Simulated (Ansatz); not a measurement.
**CH6BGaSSi: geometry optimisation**

Aim: relax CH6BGaSSi at this level.

Program: Ansatz 0.2.0. Level of theory: RKS PBE0-D4/def2-SVP. These are calculated values, not measurements.

### 1 The starting structure

SMILES `[GaH2][CH]1[SiH2]BS1`, 11 atoms, charge 0, spin multiplicity 1.

Atoms are counted from 1 here; the program's logs count them from 0.

Bond lengths: Ga1–C2 1.997 Å, Ga1–H6 1.577 Å, Ga1–H7 1.579 Å, C2–Si3 1.923 Å, C2–S5 1.892 Å, C2–H8 1.107 Å, Si3–B4 2.015 Å, Si3–H9 1.511 Å, Si3–H10 1.509 Å, B4–S5 1.809 Å, B4–H11 1.210 Å. Angles: C2–Ga1–H6 120.2°, C2–Ga1–H7 115.1°, H6–Ga1–H7 124.2°, Ga1–C2–Si3 113.5°, Ga1–C2–S5 92.4°, Ga1–C2–H8 117.6°, Si3–C2–S5 91.8°, Si3–C2–H8 121.7°, S5–C2–H8 111.7°, C2–Si3–B4 83.7°, C2–Si3–H9 110.5°, C2–Si3–H10 116.4°, B4–Si3–H9 110.9°, B4–Si3–H10 125.5°, H9–Si3–H10 107.8°, Si3–B4–S5 91.4°, Si3–B4–H11 145.7°, S5–B4–H11 122.7° and more.

As a file:

```
Ga   -1.02320    1.66693   -0.38921
C    -0.49598    0.19662    0.85491
Si    1.27080   -0.48890    0.52822
B     0.34867   -1.56486   -0.90496
S    -1.27893   -1.12495   -0.24901
H    -2.46406    2.30309   -0.30162
H     0.01850    1.98161   -1.53390
H    -0.94056    0.19822    1.86885
H     1.71344   -1.37646    1.66808
H     2.35534    0.53394    0.29362
H     0.49598   -2.32524   -1.83496
```

### 2 Relaxation

File input.yaml:

```yaml
crystal:
  periodic: [false, false, false]
  atoms:
    - { symbol: Ga, position_ang: [-1.023198, 1.66693, -0.389214] }
    - { symbol: C, position_ang: [-0.495981, 0.196622, 0.854909] }
    - { symbol: Si, position_ang: [1.270803, -0.488896, 0.528217] }
    - { symbol: B, position_ang: [0.348668, -1.564864, -0.904963] }
    - { symbol: S, position_ang: [-1.278928, -1.124948, -0.249012] }
    - { symbol: H, position_ang: [-2.464062, 2.303093, -0.301618] }
    - { symbol: H, position_ang: [0.018498, 1.981611, -1.533896] }
    - { symbol: H, position_ang: [-0.940561, 0.198216, 1.868849] }
    - { symbol: H, position_ang: [1.713444, -1.37646, 1.668078] }
    - { symbol: H, position_ang: [2.355341, 0.533938, 0.293621] }
    - { symbol: H, position_ang: [0.495976, -2.325242, -1.834961] }
basis:
  gaussian: { orbitals: def2-SVP }
hamiltonian:
  xc: pbe0
  dispersion: d4
output:
  forces: true
relax:
  f_tol: 0.003
  max_steps: 120
```

The run is started by

```
$ ansatz run input.yaml --threads 1 --pin off --max-ram 2560MiB --backend cpu --events-out ev --progress --plain --runs-dir out
```

The program printed:

```text
Warning: RAYON_NUM_THREADS=1 ignored (pool sized by the plan → 1); use --threads N
The last accepted step is kept in <dir> (removed where the run ends without a failure and the disk answers)
Engine: ansatz 0.2.0, aarch64-unknown-linux-gnu
Functional definition: PBE0
  parameter a = 0.25
  parameter kappa = 0.804
  parameter beta = 0.06672455060314922
  exchange = (1 - a)*pbe_x(kappa = kappa, mu = beta*pi^2/3) + a*exact_x
  correlation = pbe_c(beta = beta)
1342 factors; integrals over basis functions are off by at most 3.6e-4 eV
mean field evaluation 1: about -72866.5812 eV, gradient 4.4e1 eV
mean field evaluation 2: about -72861.3262 eV, gradient 6.1e1 eV
mean field evaluation 4: about -72871.1650 eV, gradient 3.3e0 eV
mean field evaluation 8: about -72871.2108 eV, gradient 8.5e-2 eV
mean field evaluation 16: about -72871.2109 eV, gradient 1.9e-5 eV
mean field -72871.21085205 eV, -2677.9676049320 hartree, gradient 1.9e-5 eV, S^2 0.000000; 0 other end points of the search recorded, 0 dependent functions left out
the calculation of the forces begins
reference -72871.21088565 eV, -2677.9676061670 hartree; 39, 39 occupied and 87, 87 virtual orbitals, 1342 factors
relax step   1: F+E_penalty+E_count = -72871.51962370 eV  Δ(F+E_penalty+E_count) = +0.000e0 eV  max|allowed force component| = 3.403e-1 eV/Å  Δτ_max = 0.0000 Å  (27 SCF iters, accepted)
these checks for a lower state are left out or cut short: starts, cluster_reference, orbital_swaps, neighbouring_geometries, increment
1342 factors; integrals over basis functions are off by at most 3.5e-4 eV
mean field -72871.22260280 eV, -2677.9680367641 hartree, gradient 2.3e-5 eV, S^2 0.000000; 0 other end points of the search recorded, 0 dependent functions left out
the calculation of the forces begins
reference -72871.22263636 eV, -2677.9680379974 hartree; 39, 39 occupied and 87, 87 virtual orbitals, 1342 factors
relax step   2: F+E_penalty+E_count = -72871.53200477 eV  Δ(F+E_penalty+E_count) = -1.238e-2 eV  max|allowed force component| = 1.974e-1 eV/Å  Δτ_max = 0.0196 Å  (31 SCF iters, accepted)
these checks for a lower state are left out or cut short: starts, cluster_reference, orbital_swaps, neighbouring_geometries, increment
1342 factors; integrals over basis functions are off by at most 3.5e-4 eV
mean field -72871.22489711 eV, -2677.9681210784 hartree, gradient 2.4e-5 eV, S^2 0.000000; 0 other end points of the search recorded, 0 dependent functions left out
the calculation of the forces begins
reference -72871.22493069 eV, -2677.9681223126 hartree; 39, 39 occupied and 87, 87 virtual orbitals, 1342 factors
relax step   3: F+E_penalty+E_count = -72871.53450895 eV  Δ(F+E_penalty+E_count) = -2.504e-3 eV  max|allowed force component| = 6.422e-2 eV/Å  Δτ_max = 0.0222 Å  (31 SCF iters, accepted)
[... from here on, the SCF cycles and remarks between the steps are left out ...]
relax step   4: F+E_penalty+E_count = -72871.53511671 eV  Δ(F+E_penalty+E_count) = -6.078e-4 eV  max|allowed force component| = 4.843e-2 eV/Å  Δτ_max = 0.0203 Å  (31 SCF iters, accepted)
relax step   5: F+E_penalty+E_count = -72871.53664767 eV  Δ(F+E_penalty+E_count) = -1.531e-3 eV  max|allowed force component| = 4.141e-2 eV/Å  Δτ_max = 0.0732 Å  (31 SCF iters, accepted)
relax step   6: F+E_penalty+E_count = -72871.53634734 eV  Δ(F+E_penalty+E_count) = +3.003e-4 eV  max|allowed force component| = 1.028e-1 eV/Å  Δτ_max = 0.1047 Å  (30 SCF iters, rejected (line search))
relax step   7: F+E_penalty+E_count = -72871.53784968 eV  Δ(F+E_penalty+E_count) = -1.202e-3 eV  max|allowed force component| = 3.557e-2 eV/Å  Δτ_max = 0.0511 Å  (31 SCF iters, accepted)
relax step   8: F+E_penalty+E_count = -72871.53850345 eV  Δ(F+E_penalty+E_count) = -6.538e-4 eV  max|allowed force component| = 5.455e-2 eV/Å  Δτ_max = 0.0737 Å  (32 SCF iters, accepted)
relax step   9: F+E_penalty+E_count = -72871.53880405 eV  Δ(F+E_penalty+E_count) = -3.006e-4 eV  max|allowed force component| = 5.039e-2 eV/Å  Δτ_max = 0.0304 Å  (32 SCF iters, accepted)
relax step  10: F+E_penalty+E_count = -72871.53929092 eV  Δ(F+E_penalty+E_count) = -4.869e-4 eV  max|allowed force component| = 3.071e-2 eV/Å  Δτ_max = 0.0586 Å  (30 SCF iters, accepted)
relax step  11: F+E_penalty+E_count = -72871.53935264 eV  Δ(F+E_penalty+E_count) = -6.172e-5 eV  max|allowed force component| = 3.023e-2 eV/Å  Δτ_max = 0.0376 Å  (31 SCF iters, accepted)
relax step  12: F+E_penalty+E_count = -72871.53952227 eV  Δ(F+E_penalty+E_count) = -1.696e-4 eV  max|allowed force component| = 2.755e-2 eV/Å  Δτ_max = 0.0337 Å  (31 SCF iters, accepted)
relax step  13: F+E_penalty+E_count = -72871.53956933 eV  Δ(F+E_penalty+E_count) = -4.706e-5 eV  max|allowed force component| = 2.418e-2 eV/Å  Δτ_max = 0.0214 Å  (32 SCF iters, accepted)
relax step  14: F+E_penalty+E_count = -72871.53971993 eV  Δ(F+E_penalty+E_count) = -1.506e-4 eV  max|allowed force component| = 1.770e-2 eV/Å  Δτ_max = 0.0227 Å  (32 SCF iters, accepted)
relax step  15: F+E_penalty+E_count = -72871.54015554 eV  Δ(F+E_penalty+E_count) = -4.356e-4 eV  max|allowed force component| = 5.743e-2 eV/Å  Δτ_max = 0.1295 Å  (30 SCF iters, accepted)
relax step  16: F+E_penalty+E_count = -72871.54031553 eV  Δ(F+E_penalty+E_count) = -1.600e-4 eV  max|allowed force component| = 1.201e-1 eV/Å  Δτ_max = 0.0933 Å  (31 SCF iters, accepted)
relax step  17: F+E_penalty+E_count = -72871.54099140 eV  Δ(F+E_penalty+E_count) = -6.759e-4 eV  max|allowed force component| = 9.255e-2 eV/Å  Δτ_max = 0.0136 Å  (25 SCF iters, accepted)
relax step  18: F+E_penalty+E_count = -72871.54013149 eV  Δ(F+E_penalty+E_count) = +8.599e-4 eV  max|allowed force component| = 2.040e-1 eV/Å  Δτ_max = 0.1999 Å  (31 SCF iters, rejected (line search))
relax step  19: F+E_penalty+E_count = -72871.54317418 eV  Δ(F+E_penalty+E_count) = -2.183e-3 eV  max|allowed force component| = 3.006e-2 eV/Å  Δτ_max = 0.0975 Å  (31 SCF iters, accepted)
relax step  20: F+E_penalty+E_count = -72871.54449772 eV  Δ(F+E_penalty+E_count) = -1.324e-3 eV  max|allowed force component| = 6.683e-2 eV/Å  Δτ_max = 0.0975 Å  (31 SCF iters, accepted)
relax step  21: F+E_penalty+E_count = -72871.54753776 eV  Δ(F+E_penalty+E_count) = -3.040e-3 eV  max|allowed force component| = 1.215e-1 eV/Å  Δτ_max = 0.1438 Å  (30 SCF iters, accepted)
relax step  22: F+E_penalty+E_count = -72871.54895550 eV  Δ(F+E_penalty+E_count) = -1.418e-3 eV  max|allowed force component| = 1.942e-1 eV/Å  Δτ_max = 0.1369 Å  (30 SCF iters, accepted)
relax step  23: F+E_penalty+E_count = -72871.55298547 eV  Δ(F+E_penalty+E_count) = -4.030e-3 eV  max|allowed force component| = 1.192e-1 eV/Å  Δτ_max = 0.0258 Å  (33 SCF iters, accepted)
relax step  24: F+E_penalty+E_count = -72871.55901038 eV  Δ(F+E_penalty+E_count) = -6.025e-3 eV  max|allowed force component| = 1.904e-1 eV/Å  Δτ_max = 0.1999 Å  (30 SCF iters, accepted)
relax step  25: F+E_penalty+E_count = -72871.56614718 eV  Δ(F+E_penalty+E_count) = -7.137e-3 eV  max|allowed force component| = 2.607e-1 eV/Å  Δτ_max = 0.1953 Å  (31 SCF iters, accepted)
relax step  26: F+E_penalty+E_count = -72871.57084135 eV  Δ(F+E_penalty+E_count) = -4.694e-3 eV  max|allowed force component| = 2.134e-1 eV/Å  Δτ_max = 0.1008 Å  (31 SCF iters, accepted)
relax step  27: F+E_penalty+E_count = -72871.56837078 eV  Δ(F+E_penalty+E_count) = +2.471e-3 eV  max|allowed force component| = 2.443e-1 eV/Å  Δτ_max = 0.1315 Å  (30 SCF iters, rejected (line search))
relax step  28: F+E_penalty+E_count = -72871.57739076 eV  Δ(F+E_penalty+E_count) = -6.549e-3 eV  max|allowed force component| = 4.462e-2 eV/Å  Δτ_max = 0.0657 Å  (30 SCF iters, accepted)
relax step  29: F+E_penalty+E_count = -72871.57961529 eV  Δ(F+E_penalty+E_count) = -2.225e-3 eV  max|allowed force component| = 2.030e-2 eV/Å  Δτ_max = 0.0756 Å  (31 SCF iters, accepted)
relax step  30: F+E_penalty+E_count = -72871.58046478 eV  Δ(F+E_penalty+E_count) = -8.495e-4 eV  max|allowed force component| = 5.852e-2 eV/Å  Δτ_max = 0.1207 Å  (30 SCF iters, accepted)
relax step  31: F+E_penalty+E_count = -72871.58079415 eV  Δ(F+E_penalty+E_count) = -3.294e-4 eV  max|allowed force component| = 3.262e-2 eV/Å  Δτ_max = 0.0097 Å  (25 SCF iters, accepted)
relax step  32: F+E_penalty+E_count = -72871.58074812 eV  Δ(F+E_penalty+E_count) = +4.603e-5 eV  max|allowed force component| = 5.444e-2 eV/Å  Δτ_max = 0.0064 Å  (25 SCF iters, rejected (line search))
relax step  33: F+E_penalty+E_count = -72871.58086871 eV  Δ(F+E_penalty+E_count) = -7.456e-5 eV  max|allowed force component| = 1.112e-2 eV/Å  Δτ_max = 0.0031 Å  (25 SCF iters, accepted)
relax step  34: F+E_penalty+E_count = -72871.58089851 eV  Δ(F+E_penalty+E_count) = -2.981e-5 eV  max|allowed force component| = 1.061e-2 eV/Å  Δτ_max = 0.0107 Å  (25 SCF iters, accepted)
relax step  35: F+E_penalty+E_count = -72871.58092235 eV  Δ(F+E_penalty+E_count) = -2.384e-5 eV  max|allowed force component| = 3.333e-3 eV/Å  Δτ_max = 0.0059 Å  (23 SCF iters, accepted)
relax step  36: F+E_penalty+E_count = -72871.58093627 eV  Δ(F+E_penalty+E_count) = -1.391e-5 eV  max|allowed force component| = 3.077e-3 eV/Å  Δτ_max = 0.0057 Å  (25 SCF iters, accepted)
relax step  37: F+E_penalty+E_count = -72871.57834536 eV  Δ(F+E_penalty+E_count) = +2.591e-3 eV  max|allowed force component| = 2.577e-1 eV/Å  Δτ_max = 0.0128 Å  (33 SCF iters, rejected (line search))
relax step  38: F+E_penalty+E_count = -72871.58093846 eV  Δ(F+E_penalty+E_count) = -2.194e-6 eV  max|allowed force component| = 4.236e-3 eV/Å  Δτ_max = 0.0032 Å  (22 SCF iters, accepted)
these checks for a lower state are left out or cut short: starts, cluster_reference, orbital_swaps, neighbouring_geometries, increment
1342 factors; integrals over basis functions are off by at most 3.3e-4 eV
mean field -72871.28113601 eV, -2677.9701878200 hartree, gradient 2.7e-5 eV, S^2 0.000000; 0 other end points of the search recorded, 0 dependent functions left out
the calculation of the forces begins
reference -72871.28116975 eV, -2677.9701890598 hartree; 39, 39 occupied and 87, 87 virtual orbitals, 1342 factors
relax step  39: F+E_penalty+E_count = -72871.58094156 eV  Δ(F+E_penalty+E_count) = -3.101e-6 eV  max|allowed force component| = 5.840e-4 eV/Å  Δτ_max = 0.0028 Å  (21 SCF iters, accepted)
1342 factors; integrals over basis functions are off by at most 3.3e-4 eV
mean field -72871.28113601 eV, -2677.9701878200 hartree, gradient 2.7e-5 eV, S^2 0.000000; 1 other end points of the search recorded, 0 dependent functions left out
the calculation of the forces begins
reference -72871.28116975 eV, -2677.9701890598 hartree; 39, 39 occupied and 87, 87 virtual orbitals, 1342 factors
Total energy: -72871.58097530 eV, -2677.9812067105 hartree
Atom 0 at    -1.014309     1.827142    -0.282999 Å, force    -0.000506     0.000544    -0.000486 eV/Å
Atom 1 at    -0.755487     0.003316     0.407753 Å, force    -0.000046    -0.000402     0.000263 eV/Å
Atom 2 at     1.110372    -0.471653     0.549821 Å, force    -0.000486    -0.000584    -0.000317 eV/Å
Atom 3 at     0.608855    -1.901266    -0.763712 Å, force     0.000088     0.000362    -0.000108 eV/Å
Atom 4 at    -1.086025    -1.373300    -0.778743 Å, force     0.000559    -0.000011     0.000456 eV/Å
Atom 5 at    -1.154209     2.998256     0.755392 Å, force     0.000248    -0.000091     0.000008 eV/Å
Atom 6 at    -0.983113     2.068824    -1.832511 Å, force     0.000086     0.000133     0.000135 eV/Å
Atom 7 at    -1.311150    -0.158581     1.345299 Å, force    -0.000258     0.000018     0.000046 eV/Å
Atom 8 at     1.528373    -0.820277     1.944584 Å, force    -0.000009    -0.000191    -0.000133 eV/Å
Atom 9 at     2.019253     0.633105     0.085260 Å, force     0.000325     0.000326    -0.000073 eV/Å
Atom 10 at     1.037439    -2.805566    -1.430133 Å, force     0.000001    -0.000104     0.000210 eV/Å
Dipole moment:    -0.035749     0.067429     0.173326 e Å
```

Wall time 6.6 min (1 thread of Arm Neoverse V1, shared host); peak memory 0.34 GiB.

Step by step: (not every step is listed) (the energy doesn't fall at every step)

```tsv
step	energy from step 1 (eV)	largest force component (eV/Å)
1	0.0000	0.3403
2	-0.0124	0.1974
3	-0.0149	0.0642
4	-0.0155	0.0484
5	-0.0170	0.0414
6	-0.0167	0.1028
7	-0.0182	0.0356
8	-0.0189	0.0546
9	-0.0192	0.0504
11	-0.0197	0.0302
13	-0.0199	0.0242
15	-0.0205	0.0574
17	-0.0214	0.0926
19	-0.0236	0.0301
21	-0.0279	0.1215
23	-0.0334	0.1192
25	-0.0465	0.2607
27	-0.0487	0.2443
29	-0.0600	0.0203
31	-0.0612	0.0326
33	-0.0612	0.0111
34	-0.0613	0.0106
35	-0.0613	0.0033
36	-0.0613	0.0031
37	-0.0587	0.2577
38	-0.0613	0.0042
39	-0.0613	0.0006
```

Distances of close pairs at the start and the end, largest changes first:

```tsv
bond	before (Å)	after (Å)	change (Å)
C2–S5	1.892	1.847	-0.044
B4–S5	1.809	1.775	-0.034
Ga1–C2	1.997	1.967	-0.030
Si3–H9	1.511	1.497	-0.014
Ga1–H7	1.579	1.569	-0.011
Si3–B4	2.015	2.005	-0.010
B4–H11	1.210	1.202	-0.008
C2–Si3	1.923	1.931	+0.008
```

### 3 Outcome

| quantity | value |
| --- | --- |
| energy gained | 0.0613 eV |
| root mean square move | 0.807 Å |
| dipole moment | 0.91 D |

**Reading.** Bond lengths: Ga1–C2 1.967 Å, Ga1–H6 1.571 Å, Ga1–H7 1.569 Å, C2–Si3 1.931 Å, C2–S5 1.847 Å, C2–H8 1.102 Å, Si3–B4 2.005 Å, Si3–H9 1.497 Å, Si3–H10 1.504 Å, B4–S5 1.775 Å, B4–H11 1.202 Å. Angles: C2–Ga1–H6 118.1°, C2–Ga1–H7 119.1°, H6–Ga1–H7 122.7°, Ga1–C2–Si3 112.4°, Ga1–C2–S5 116.2°, Ga1–C2–H8 111.6°, Si3–C2–S5 92.1°, Si3–C2–H8 112.9°, S5–C2–H8 110.3°, C2–Si3–B4 83.4°, C2–Si3–H9 113.3°, C2–Si3–H10 112.4°, B4–Si3–H9 120.9°, B4–Si3–H10 118.2°, H9–Si3–H10 106.9°, Si3–B4–S5 91.9°, Si3–B4–H11 144.1°, S5–B4–H11 124.0° and more. No frequencies were computed here.
